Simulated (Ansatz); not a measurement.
# SiB4C: a trial structure relaxed, part 1 of 2

Aim: relax a trial structure of SiB4C and see where it ends.

Computed with Ansatz 0.2.0 (DFT PBE, scalar-relativistic, plane waves, PAW, unless a step's input says otherwise).

## 1. The system as given

It takes space group P6/mmm (No. 191, hexagonal). Conventional cell: a = 2.987 Å, b = 2.987 Å, c = 6.496 Å, α = 90.00°, β = 90.00°, γ = 120.00°. Si (site symmetry 6/mmm) has 12 B at 2.32 Å as nearest neighbours. Around B (site symmetry 3m) lie 3 B at 1.72 Å. Around C (site symmetry 6/mmm) lie 12 B at 2.42 Å.

Structure file:

```cif
data_structure
_symmetry_space_group_name_H-M 'P6/mmm'
_symmetry_Int_Tables_number 191
_cell_length_a 2.9871
_cell_length_b 2.9871
_cell_length_c 6.4957
_cell_angle_alpha 90.000
_cell_angle_beta 90.000
_cell_angle_gamma 120.000
_cell_volume 50.19
loop_
_atom_site_label
_atom_site_type_symbol
_atom_site_symmetry_multiplicity
_atom_site_Wyckoff_symbol
_atom_site_fract_x
_atom_site_fract_y
_atom_site_fract_z
_atom_site_occupancy
Si1 Si 1 b 0.00000 0.00000 0.50000 1
B1 B 4 h 0.33333 0.66667 0.73775 1
C1 C 1 a 0.00000 0.00000 0.00000 1
```

The cell is invented: species swapped into a database cell of HfTiB4 (P6/mmm, No. 191), with C on the Hf sites and Si on the Ti sites. The dimensions are guesses.

## 2. The guess as it stands, on a coarse mesh

Contents of input.yaml:

```yaml
crystal:
  lattice:
    - [2.98709436, 0.0, 0.0]
    - [-1.49354718, 2.5868996, 0.0]
    - [0.0, 0.0, 6.49573086]
  atoms:
    - { symbol: Si, position: [0.0, 0.0, 0.5] }
    - { symbol: B, position: [0.33333333, 0.66666667, 0.73774856] }
    - { symbol: B, position: [0.33333333, 0.66666667, 0.26225144] }
    - { symbol: B, position: [0.66666667, 0.33333333, 0.73774856] }
    - { symbol: B, position: [0.66666667, 0.33333333, 0.26225144] }
    - { symbol: C, position: [0.0, 0.0, 0.0] }
basis:
  ecutwfc: 420
kpoints:
  mp_grid: { grid: [6, 6, 4] }
hamiltonian:
  xc: pbe
scf:
  occupations: { method: gaussian, width: 0.1 }
  lower_state_search: "off"
output:
  forces: true
  stress: true
  eigenvalues: true
```

Run with:

```bash
> ansatz run input.yaml --threads 1 --pin off --max-ram 2560MiB --backend cpu --events-out ev --progress --plain --runs-dir out
```

The log of the run (excerpt; [...] marks lines left out):

```text
[...]
SCF converged after 6 iterations
Free energy (F): -1502.513923 eV
[...]
E sigma→0 (E₀):  -1502.510167 eV
Entropy (-TS):   -0.007513 eV (-1.252 meV/atom)
Fermi energy:    10.282692 eV
[...]
--- Forces (eV/Å), atoms counted from 1 ---
  atom   1  Si    -0.00000000    -0.00000000     0.00000000
  atom   2  B     -0.00000000    -0.00000000     0.58860485
  atom   3  B     -0.00000000    -0.00000000    -0.58860485
  atom   4  B      0.00000000     0.00000000     0.58860485
  atom   5  B      0.00000000     0.00000000    -0.58860485
  atom   6  C     -0.00000000     0.00000000     0.00000000
[...]
--- Stress (GPa, compression-positive) ---
       -6.738761       0.000000       0.000000
       -0.000000      -6.738761       0.000000
        0.000000       0.000000      -4.626120
  P = ⅓ Tr σ = -6.0345 GPa (-60.345 kbar)
--- Band table (eV; the first three rows and the last of 21) ---
  k-point 0: bands = ["-6.0671", "-3.0309", "-2.1711", "5.1595", "6.9432", "9.2267", "9.2267", "9.9518", "9.9518", "11.1583", "11.1583", "13.6567", "13.6567", "14.6495", "15.6513", "15.6513"]
[...]
```

Wall time 0.8 s (1 thread of Intel Xeon 6975P-C (Granite Rapids), shared host); peak memory 0.35 GiB.

Read-out: pressure -6.0 GPa, largest force 0.59 eV/Å, gap on this mesh none (metal). A guess like this is first relaxed loosely on the coarse mesh.

## 3. Spin check on a coarse mesh

input.yaml, as its differences from that of step 2:

```diff
@@ -11,3 +11,3 @@
     - { symbol: B, position: [0.66666667, 0.33333333, 0.26225144] }
-    - { symbol: C, position: [0.0, 0.0, 0.0] }
+    - { symbol: C, position: [0.0, 0.0, 0.0], spin: 1.0 }
 basis:
@@ -25 +25,4 @@
   eigenvalues: true
+  populations: true
+magnetization:
+  spin_polarized: true
```

Run with:

```bash
> ansatz run input.yaml --threads 1 --pin off --max-ram 2560MiB --backend cpu --events-out ev --progress --plain --runs-dir out
```

The log of the run (excerpt; [...] marks lines left out):

```text
[...]
SCF converged after 19 iterations
Magnetization: -0.0000 μB (10.0000 up, 10.0000 down)
Absolute magnetization: 0.0000 μB (∫|ρ↑−ρ↓|, with the PAW one-centre terms)
Spin contamination: 0.0000 ħ² per cell (⟨S²⟩ above its minimum at these occupations)
Per-site moments (μB) at R_I (Å): [(-1.276355652040742e-7, 0.9549409028584923), (1.6343507585169927e-7, 0.7113973898984176), (1.6343507584680575e-7, 0.7113973898984176), (1.634350758559094e-7, 0.7113973898984176), (1.6343507585684306e-7, 0.7113973898984176), (-1.7604468363422343e-6, [...]
Free energy (F): -1502.513924 eV
[...]
E sigma→0 (E₀):  -1502.510167 eV
Entropy (-TS):   -0.007513 eV (-1.252 meV/atom)
Fermi energy:    10.282693 eV
[...]
--- Forces (eV/Å), atoms counted from 1 ---
  atom   1  Si    -0.00000000    -0.00000000     0.00000000
  atom   2  B     -0.00000000    -0.00000000     0.58873583
  atom   3  B     -0.00000000    -0.00000000    -0.58873583
  atom   4  B      0.00000000     0.00000000     0.58873583
  atom   5  B      0.00000000     0.00000000    -0.58873583
  atom   6  C     -0.00000000    -0.00000000     0.00000000
[...]
--- Stress (GPa, compression-positive) ---
       -6.738672      -0.000000       0.000000
        0.000000      -6.738672       0.000000
        0.000000       0.000000      -4.626190
  P = ⅓ Tr σ = -6.0345 GPa (-60.345 kbar)
--- Band table (eV; the first three rows and the last of 42) ---
  k-point 0 ↑: bands = ["-6.0670", "-3.0309", "-2.1712", "5.1594", "6.9432", "9.2267", "9.2267", "9.9518", "9.9518", "11.1583", "11.1583", "13.6568", "13.6568", "14.6494", "15.6513", "15.6513", "16.1025"]
[...]
--- Löwdin populations: 6 sites ---
  site symbol       q [e]    m [muB]
     0     Si      2.8855    -0.0000
     1      B      3.2384     0.0000
     2      B      3.2384     0.0000
     3      B      3.2384     0.0000
     4      B      3.2384     0.0000
     5      C      3.9788    -0.0000
  spilling = 0.009102 (of n_electrons = 20.000000)
```

Run time: 2.9 s. Hardware: 1 thread of Intel Xeon 6975P-C (Granite Rapids), shared host; peak memory 0.36 GiB.

By site:

```tsv
atom	Löwdin electrons
Si1	2.89
B2	3.24
B3	3.24
B4	3.24
B5	3.24
C6	3.98
```

The Löwdin counts miss 0.18 of the 20 electrons, which the atomic orbitals do not span, so they are no charges.

The same cell is solved with trial moments on C. The largest site moment that stays is 0.00 μB and the cell's total 0.00 μB. The workflow keeps spin only above 0.25 μB on a site, so the next run goes without spin.

## 4. A loose first relaxation

input.yaml, as its differences from that of step 3:

```diff
@@ -11,3 +11,3 @@
     - { symbol: B, position: [0.66666667, 0.33333333, 0.26225144] }
-    - { symbol: C, position: [0.0, 0.0, 0.0], spin: 1.0 }
+    - { symbol: C, position: [0.0, 0.0, 0.0] }
 basis:
@@ -25,4 +25,6 @@
   eigenvalues: true
-  populations: true
-magnetization:
-  spin_polarized: true
+relax:
+  adjacent_minimum: "off"
+  f_tol: 0.04
+  max_steps: 70
+  cell: { stress_tol: 0.4 }
```

Run with:

```bash
> ansatz run input.yaml --threads 1 --pin off --max-ram 2560MiB --backend cpu --events-out ev --progress --plain --runs-dir out
```

The log of the run:

```text
Warning: RAYON_NUM_THREADS=1 ignored (pool sized by the plan → 1); use --threads N
Engine: ansatz 0.2.0, x86_64-unknown-linux-gnu
Pseudopotentials: kind: paw
Pseudopotential: Si, paw, valence charge 4, recommended cutoff 420 eV (normal), Si.paw.azcp
Pseudopotential: B, paw, valence charge 3, recommended cutoff 420 eV (normal), B.paw.azcp
Pseudopotential: C, paw, valence charge 4, recommended cutoff 420 eV (normal), C.paw.azcp
Functional definition: PBE
  parameter kappa = 0.804
  parameter beta = 0.06672455060314922
  exchange = pbe_x(kappa = kappa, mu = beta*pi^2/3)
  correlation = pbe_c(beta = beta)
Crystal: 6 atoms, lattice volume = 50.195 Å³
Basis set: ecut = 420 eV, 933 PW (Γ), exchange–correlation on 40×40×90 points (8 copies of the dense FFT grid, shifted against one another)
Bands: 16, of which v1, the nominal top of the filled ones, is band 10 counted from 1 (9 counted from 0)
Symmetry: 24 space group operations
Space group: P6/mmm (ITA 191), of the structure as read, at distance tolerance 3.7e-5 Å
k-points: 21 of 144
Non-local potential: Si, projectors of the file, l = 0: 2, l = 1: 2, l = 2: 2
Non-local potential: B, projectors of the file, l = 0: 2, l = 1: 2, l = 2: 1
Non-local potential: C, projectors of the file, l = 0: 2, l = 1: 2, l = 2: 1
PAW form: soft (Blöchl's): semilocal exchange-correlation on the pseudo side does not see the compensation charge
PAW one-centre angular grid: Si, 110 points (default); XC on 64 Gauss nodes
PAW one-centre angular grid: B, 110 points (default); XC on 64 Gauss nodes
PAW one-centre angular grid: C, 110 points (default); XC on 64 Gauss nodes
Initial density: superposition of atomic densities (neutral atoms: chi_scale 0, normalization atom), corrected by the library's trained network
Initial wavefunctions: pseudopotential atomic-orbital guess
Functional: x = pbe(κ = 0.804, μ = 0.2195149727645171), c = pbe(β = 0.06672455060314922)
SCF iter   1: F=—  HF=-1502.525193 eV  |F-HF|=—  |Δ(HF+E_count)|=         —  Δρ=7.32e-3  dr2=7.70e-2  ethr=1.77e-3  ⟨swp⟩=5.3  Hψ=1889  notcnv=0
preconditioner: auto → none  [metal: Δε(μ)=0.036 eV  Ē_g=9.695 eV  σ=0.100 eV  W_gap=0.20  n_scr=4 (ndim 8)  ℏωp=23.4 eV  f_vac=0.000  D(μ)=1.38/eV (n_scr^D=4)  sad-step TF]
SCF iter   2: F=—  HF=-1502.521413 eV  |F-HF|=—  |Δ(HF+E_count)|=   3.78e-3  Δρ=5.45e-3  dr2=4.97e-2  ethr=3.85e-4  ⟨swp⟩=1.0  Hψ=504  notcnv=0
SCF iter   3: F=—  HF=-1502.513997 eV  |F-HF|=—  |Δ(HF+E_count)|=   7.42e-3  Δρ=1.13e-3  dr2=9.29e-4  ethr=2.48e-4  ⟨swp⟩=2.2  Hψ=416  notcnv=0
SCF iter   4: F=—  HF=-1502.513933 eV  |F-HF|=—  |Δ(HF+E_count)|=   6.36e-5  Δρ=1.56e-4  dr2=1.47e-5  ethr=4.64e-6  ⟨swp⟩=2.6  Hψ=494  notcnv=0
SCF iter   5: F=—  HF=-1502.513927 eV  |F-HF|=—  |Δ(HF+E_count)|=   6.61e-6  Δρ=7.63e-5  dr2=1.88e-5  ethr=7.37e-8  ⟨swp⟩=2.0  Hψ=495  notcnv=0  defer=1
SCF iter   6: F=-1502.513923 eV  HF=-1502.513924 eV  |F-HF|=3.34e-8  |Δ(HF+E_count)|=   3.07e-6  Δρ=1.03e-5  dr2=8.77e-8  ethr=5.00e-10  ⟨swp⟩=8.4  Hψ=1829  notcnv=0
SCF 1 converged in 6 iterations: F = -1502.513923 eV  dr2 = 8.77e-8
relax step   1: F+E_penalty+E_count = -1502.51392349 eV  Δ(F+E_penalty+E_count) = +0.000e0 eV  max|allowed force component| = 5.886e-1 eV/Å  Δτ_max = 0.0000 Å  P = -6.035 GPa  Ω = 50.195 Å³  (6 SCF iters, dr2 threshold 1.00e-7 eV, accepted)
Crystal: 6 atoms, lattice volume = 47.610 Å³
Basis set: ecut = 420 eV, 921 PW (Γ), exchange–correlation on 40×40×90 points (8 copies of the dense FFT grid, shifted against one another)
Initial density: handed on by an earlier stage of this run
Initial wavefunctions: those handed on with the density
iter 1 solved again at ethr=1.12e-3 eV; its pass at ethr=3.10e-3 eV (dr2=2.24e-1 eV) is discarded
SCF iter   1: F=—  HF=-1502.761207 eV  |F-HF|=—  |Δ(HF+E_count)|=         —  Δρ=1.52e-2  dr2=2.26e-1  ethr=1.12e-3  ⟨swp⟩=1.0  Hψ=2255  notcnv=0
preconditioner: auto → none  [insulator: Δε(μ)=0.177 eV  Ē_g=10.107 eV  σ=0.100 eV  W_gap=0.75  n_scr=4 (ndim 8)  ℏωp=24.1 eV  f_vac=0.000  D(μ)=1.67/eV (n_scr^D=10)  ε∞_Penn≈6.7]
SCF iter   2: F=—  HF=-1502.726602 eV  |F-HF|=—  |Δ(HF+E_count)|=   3.46e-2  Δρ=5.41e-3  dr2=2.29e-2  ethr=1.12e-3  ⟨swp⟩=2.4  Hψ=576  notcnv=0
SCF iter   3: F=—  HF=-1502.723632 eV  |F-HF|=—  |Δ(HF+E_count)|=   2.97e-3  Δρ=3.22e-3  dr2=2.84e-3  ethr=1.14e-4  ⟨swp⟩=2.3  Hψ=466  notcnv=0
SCF iter   4: F=—  HF=-1502.723767 eV  |F-HF|=—  |Δ(HF+E_count)|=   1.36e-4  Δρ=8.14e-4  dr2=1.77e-4  ethr=1.42e-5  ⟨swp⟩=1.0  Hψ=342  notcnv=0
SCF iter   5: F=—  HF=-1502.723777 eV  |F-HF|=—  |Δ(HF+E_count)|=   9.15e-6  Δρ=9.82e-5  dr2=4.52e-6  ethr=8.85e-7  ⟨swp⟩=2.0  Hψ=497  notcnv=0
SCF iter   6: F=-1502.723777 eV  HF=-1502.723777 eV  |F-HF|=1.09e-9  |Δ(HF+E_count)|=   2.77e-7  Δρ=7.56e-6  dr2=1.78e-8  ethr=3.00e-9  ⟨swp⟩=6.3  Hψ=1573  notcnv=0
SCF 2 converged in 6 iterations: F = -1502.723777 eV  dr2 = 1.78e-8
relax step   2: F+E_penalty+E_count = -1502.72377690 eV  Δ(F+E_penalty+E_count) = -2.099e-1 eV  max|allowed force component| = 2.152e-1 eV/Å  Δτ_max = 0.0973 Å  P = -0.864 GPa  Ω = 47.610 Å³  energy of the carried Pulay correction = +4.857e-3 eV  (6 SCF iters, dr2 threshold 6.00e-7 eV, accepted)
Crystal: 6 atoms, lattice volume = 47.063 Å³
iter 1 solved again at ethr=1.74e-4 eV; its pass at ethr=3.10e-3 eV (dr2=3.47e-2 eV) is discarded
SCF iter   1: F=—  HF=-1502.746526 eV  |F-HF|=—  |Δ(HF+E_count)|=         —  Δρ=6.35e-3  dr2=3.42e-2  ethr=1.74e-4  ⟨swp⟩=1.1  Hψ=2139  notcnv=0
preconditioner: auto → none  [insulator: Δε(μ)=0.144 eV  Ē_g=10.192 eV  σ=0.100 eV  W_gap=0.68  n_scr=4 (ndim 8)  ℏωp=24.2 eV  f_vac=0.000  D(μ)=1.83/eV (n_scr^D=10)  ε∞_Penn≈6.6]
SCF iter   2: F=—  HF=-1502.740469 eV  |F-HF|=—  |Δ(HF+E_count)|=   6.06e-3  Δρ=2.23e-3  dr2=5.61e-3  ethr=1.71e-4  ⟨swp⟩=2.1  Hψ=441  notcnv=0
SCF iter   3: F=—  HF=-1502.739723 eV  |F-HF|=—  |Δ(HF+E_count)|=   7.45e-4  Δρ=1.32e-3  dr2=4.60e-4  ethr=2.80e-5  ⟨swp⟩=1.9  Hψ=408  notcnv=0
SCF iter   4: F=—  HF=-1502.739682 eV  |F-HF|=—  |Δ(HF+E_count)|=   4.13e-5  Δρ=2.28e-4  dr2=1.11e-5  ethr=2.30e-6  ⟨swp⟩=1.6  Hψ=397  notcnv=0
iter 5 did not close the SCF: its close was put off for the readings that it lacked (scf_convergence_deferred on its scf_iter line)
SCF iter   5: F=-1502.739685 eV  HF=-1502.739685 eV  |F-HF|=2.83e-7  |Δ(HF+E_count)|=   2.73e-6  Δρ=1.91e-5  dr2=3.64e-7  ethr=5.55e-8  ⟨swp⟩=1.9  Hψ=492  notcnv=0
SCF iter   6: F=-1502.739685 eV  HF=-1502.739685 eV  |F-HF|=2.11e-10  |Δ(HF+E_count)|=   4.68e-8  Δρ=2.46e-6  dr2=1.21e-9  ethr=1.82e-9  ⟨swp⟩=3.2  Hψ=1359  notcnv=0
SCF 3 converged in 6 iterations: F = -1502.739685 eV  dr2 = 1.21e-9
relax step   3: F+E_penalty+E_count = -1502.73968489 eV  Δ(F+E_penalty+E_count) = -1.591e-2 eV  max|allowed force component| = 5.399e-3 eV/Å  Δτ_max = 0.0360 Å  P = +1.172 GPa  Ω = 47.063 Å³  energy of the carried Pulay correction = +5.919e-3 eV  (6 SCF iters, dr2 threshold 6.00e-7 eV, accepted)
Crystal: 6 atoms, lattice volume = 47.285 Å³
iter 1 solved again at ethr=3.17e-6 eV; its pass at ethr=3.10e-3 eV (dr2=6.34e-4 eV) is discarded
SCF iter   1: F=—  HF=-1502.740502 eV  |F-HF|=—  |Δ(HF+E_count)|=         —  Δρ=9.30e-4  dr2=6.42e-4  ethr=3.17e-6  ⟨swp⟩=1.0  Hψ=1796  notcnv=0
preconditioner: auto → none  [insulator: Δε(μ)=0.143 eV  Ē_g=10.148 eV  σ=0.100 eV  W_gap=0.68  n_scr=4 (ndim 8)  ℏωp=24.1 eV  f_vac=0.000  D(μ)=1.83/eV (n_scr^D=10)  ε∞_Penn≈6.7]
SCF iter   2: F=—  HF=-1502.740345 eV  |F-HF|=—  |Δ(HF+E_count)|=   1.57e-4  Δρ=3.69e-4  dr2=1.30e-4  ethr=3.17e-6  ⟨swp⟩=2.0  Hψ=477  notcnv=0
SCF iter   3: F=—  HF=-1502.740300 eV  |F-HF|=—  |Δ(HF+E_count)|=   4.40e-5  Δρ=1.00e-4  dr2=1.52e-5  ethr=6.51e-7  ⟨swp⟩=2.1  Hψ=421  notcnv=0
iter 4 did not close the SCF: its close was put off for the readings that it lacked (scf_convergence_deferred on its scf_iter line)
SCF iter   4: F=-1502.740297 eV  HF=-1502.740297 eV  |F-HF|=8.50e-8  |Δ(HF+E_count)|=   3.09e-6  Δρ=2.56e-5  dr2=2.54e-7  ethr=7.62e-8  ⟨swp⟩=2.2  Hψ=456  notcnv=0
iter 5 did not close the SCF: its close was put off for the readings that it lacked (scf_convergence_deferred on its scf_iter line)
SCF iter   5: F=-1502.740297 eV  HF=-1502.740297 eV  |F-HF|=3.15e-9  |Δ(HF+E_count)|=   5.55e-8  Δρ=4.19e-6  dr2=2.91e-9  ethr=1.27e-9  ⟨swp⟩=2.1  Hψ=454  notcnv=0
SCF iter   6: F=-1502.740297 eV  HF=-1502.740297 eV  |F-HF|=1.71e-11  |Δ(HF+E_count)|=   3.81e-9  Δρ=3.86e-7  dr2=4.27e-11  ethr=1.45e-11  ⟨swp⟩=1.2  Hψ=958  notcnv=0
SCF 4 converged in 6 iterations: F = -1502.740297 eV  dr2 = 4.27e-11
relax step   4: F+E_penalty+E_count = -1502.74029746 eV  Δ(F+E_penalty+E_count) = -6.126e-4 eV  max|allowed force component| = 7.993e-3 eV/Å  Δτ_max = 0.0025 Å  P = +0.265 GPa  Ω = 47.285 Å³  energy of the carried Pulay correction = +5.487e-3 eV  (6 SCF iters, dr2 threshold 6.00e-7 eV, accepted)
Initial wavefunctions: pseudopotential atomic-orbital guess (no wavefunctions were taken with the density)
iter 1 solved again at ethr=5.26e-7 eV; its pass at ethr=3.10e-3 eV (dr2=1.05e-4 eV) is discarded
SCF iter   1: F=—  HF=-1502.736061 eV  |F-HF|=—  |Δ(HF+E_count)|=         —  Δρ=1.78e-4  dr2=2.07e-6  ethr=5.26e-7  ⟨swp⟩=2.9  Hψ=2670  notcnv=0
preconditioner: auto → none  [insulator: Δε(μ)=0.148 eV  Ē_g=10.151 eV  σ=0.100 eV  W_gap=0.69  n_scr=4 (ndim 8)  ℏωp=24.1 eV  f_vac=0.000  D(μ)=1.81/eV (n_scr^D=10)  ε∞_Penn≈6.7]
SCF iter   2: F=—  HF=-1502.736049 eV  |F-HF|=—  |Δ(HF+E_count)|=   1.19e-5  Δρ=9.04e-5  dr2=4.67e-7  ethr=1.04e-8  ⟨swp⟩=2.5  Hψ=541  notcnv=0
SCF iter   3: F=—  HF=-1502.736051 eV  |F-HF|=—  |Δ(HF+E_count)|=   2.28e-6  Δρ=5.35e-6  dr2=1.20e-8  ethr=2.33e-9  ⟨swp⟩=2.1  Hψ=539  notcnv=0
SCF iter   4: F=—  HF=-1502.736051 eV  |F-HF|=—  |Δ(HF+E_count)|=   6.14e-9  Δρ=1.41e-6  dr2=3.92e-9  ethr=6.00e-11  ⟨swp⟩=2.0  Hψ=450  notcnv=0
iter 5 did not close the SCF: its close was put off for the readings that it lacked (scf_convergence_deferred on its scf_iter line)
SCF iter   5: F=-1502.736051 eV  HF=-1502.736051 eV  |F-HF|=2.47e-10  |Δ(HF+E_count)|=  5.15e-10  Δρ=4.46e-7  dr2=2.95e-10  ethr=1.96e-11  ⟨swp⟩=1.6  Hψ=382  notcnv=0
SCF iter   6: F=-1502.736051 eV  HF=-1502.736051 eV  |F-HF|=9.55e-12  |Δ(HF+E_count)|=  3.32e-11  Δρ=9.54e-8  dr2=1.16e-11  ethr=1.47e-12  ⟨swp⟩=2.3  Hψ=1062  notcnv=0
SCF 5 converged in 6 iterations: F = -1502.736051 eV  dr2 = 1.16e-11
relax step   5: F+E_penalty+E_count = -1502.73605100 eV  Δ(F+E_penalty+E_count) = +4.246e-3 eV  max|allowed force component| = 7.508e-3 eV/Å  Δτ_max = 0.0000 Å  P = +0.153 GPa  Ω = 47.285 Å³  stress off target by 2.42e-1 GPa  SCF on the basis re-selected at this cell (its energy is not comparable with the rows above)  (6 SCF iters)
basis re-selected at this cell: Δ(F+E_penalty+E_count) = +4.246e-3 eV, ΔP = -0.112 GPa vs the last step (what re-selecting the basis moved, of the pressure what is left beyond the Pulay correction that the steps carried, after the strain that the cell walked since its last selection, with what the two solves' SCF thresholds leave and, on support functions, any second-order correction that the steps lacked; it is no measure of the basis error at this ecutwfc). This SCF's stress stands 2.42e-1 GPa from its target on what of the cell is left free (relax.cell.stress_tol is 4.00e-1 GPa) and its largest allowed force component is 7.51e-3 eV/Å (relax.f_tol is 4.00e-2 eV/Å): within both
SCF converged after 6 iterations
Free energy (F): -1502.736051 eV
Harris-Foulkes:  -1502.736051 eV  (|F-HF|=9.55e-12)
Internal energy: -1502.727003 eV  (E = F + TS)
E sigma→0 (E₀):  -1502.731527 eV
Entropy (-TS):   -0.009048 eV (-1.508 meV/atom)
Fermi energy:    11.135838 eV
--- Per-component energies (eV) ---
  E_band       = 89.758380
  E_kinetic    = 316.249880
  E_local      = -104.645278  (includes V_loc(G=0)·N_el)
  E_nonlocal   = 99.640230
  E_hartree    = 26.901473
  E_xc         = -231.422071
  E_vxc        = -258.557745  (∫ρ·V_xc dr)
  E_paw        = -923.753794  (= ΣΔE_a)
  E_vpaw       = -16.731633  (= ΣTr[D̂ρ^β])
  E_aug_tail   = -0.000004  (compensation charges beyond the density's cutoff)
  E_ewald      = -685.697438
  E_smearing   = -0.009048  (= −TS)
  E_closure    = 0.000000  (closes the sum)
  Σ components = -1502.736051   (vs F -1502.736051, Δ=0.00e0)
--- Forces (eV/Å), atoms counted from 1 ---
  atom   1  Si    -0.00000000    -0.00000000     0.00000000
  atom   2  B     -0.00000000     0.00000000     0.00750761
  atom   3  B      0.00000000    -0.00000000    -0.00750761
  atom   4  B     -0.00000000    -0.00000000     0.00750761
  atom   5  B     -0.00000000    -0.00000000    -0.00750761
  atom   6  C     -0.00000000    -0.00000000     0.00000000
  max |Σ_I F_I| component: 1.73e-17 eV/Å
--- Stress (GPa, compression-positive) ---
        0.242373      -0.000000       0.000000
       -0.000000       0.242373       0.000000
        0.000000       0.000000      -0.025110
  P = ⅓ Tr σ = 0.1532 GPa (1.532 kbar)
--- Band table (eV; the first three rows and the last of 21) ---
  k-point 0: bands = ["-5.4073", "-2.3622", "-1.8892", "5.9918", "8.7830", "10.2138", "10.2138", "10.9084", "10.9084", "11.4620", "11.4620", "15.3936", "15.3936", "16.2818", "16.3089", "16.7937"]
  k-point 1: bands = ["-5.2078", "-3.5487", "-0.3350", "4.3075", "10.2951", "10.2951", "10.5343", "10.8064", "10.8064", "11.5090", "11.5090", "14.8780", "14.8780", "14.9617", "17.4105", "17.6096"]
  k-point 2: bands = ["-4.7416", "-4.4130", "1.3392", "2.3931", "10.4354", "10.4354", "10.6448", "10.6448", "11.5592", "11.5592", "12.4666", "13.5622", "14.5424", "14.5424", "18.0739", "18.3514"]
  k-point 20: bands = ["0.2220", "1.4136", "1.7590", "1.7590", "2.2820", "2.2820", "6.4415", "8.2436", "8.2436", "8.4138", "9.0380", "9.0380", "15.1218", "17.3301", "17.3301", "17.4729"]
--- Relaxed structure (4 steps of the walk, 4 accepted, 1 SCFs on fresh bases) ---
  F+E_penalty+E_count = -1502.73605100 eV   max|allowed force component| = 7.508e-3 eV/Å   (the final SCF, on the basis selected at the relaxed cell)
  cell:  # Å, volume = 47.2850 Å³
    - [2.9554674887790293, 0.0, 2.66874202079796e-18]
    - [-1.4777337443895147, 2.55950992534164, -1.33437101039898e-18]
    - [5.803442345691652e-18, 0.0, 6.250870037630012]
  atoms:
    - { symbol: Si, position: [-3.851859888774472e-34, 1.8046858564588483e-35, 0.49999999999999994] }
    - { symbol: B, position: [0.3333333333333333, 0.6666666666666666, 0.7578810910581898] }
    - { symbol: B, position: [0.3333333333333333, 0.6666666666666666, 0.24211890894181007] }
    - { symbol: B, position: [0.6666666666666666, 0.3333333333333333, 0.7578810910581898] }
    - { symbol: B, position: [0.6666666666666666, 0.3333333333333333, 0.24211890894181007] }
    - { symbol: C, position: [8.513577133384542e-34, -1.9996953308317997e-34, -3.560745795178685e-19] }
```

Run time: 4.6 s. Hardware: 1 thread of Intel Xeon 6975P-C (Granite Rapids), shared host; peak memory 0.36 GiB.

The steps of the relaxation:

```csv
step,E - E(step 1) (eV/cell),largest force component (eV/Å),pressure (GPa),volume (Å³)
1,0.0000,0.5886,-6.03,50.19
2,-0.2099,0.2152,-0.86,47.61
3,-0.2258,0.0054,1.17,47.06
4,-0.2264,0.0080,0.26,47.29
5,-0.2221,0.0075,0.15,47.29
```

Step 1 is the start. Step 5 repeats the geometry before it on a plane-wave basis chosen anew for that cell, so its energy need not be comparable with the rows above.

|  | before | after | change |
| --- | --- | --- | --- |
| a (Å) | 2.987 | 2.955 | -1.1 % |
| b (Å) | 2.987 | 2.955 | -1.1 % |
| c (Å) | 6.496 | 6.251 | -3.8 % |
| volume (Å³/atom) | 8.37 | 7.88 | -5.8 % |
| shortest distance (Å) | 1.725 | 1.706 | -1.1 % |
| space group (0.01 Å) | P6/mmm | P6/mmm | same |

Forces and stress were held to the start's 24 operations: a distortion of lower symmetry was not tested.

(Continued in part 2 of 2.)
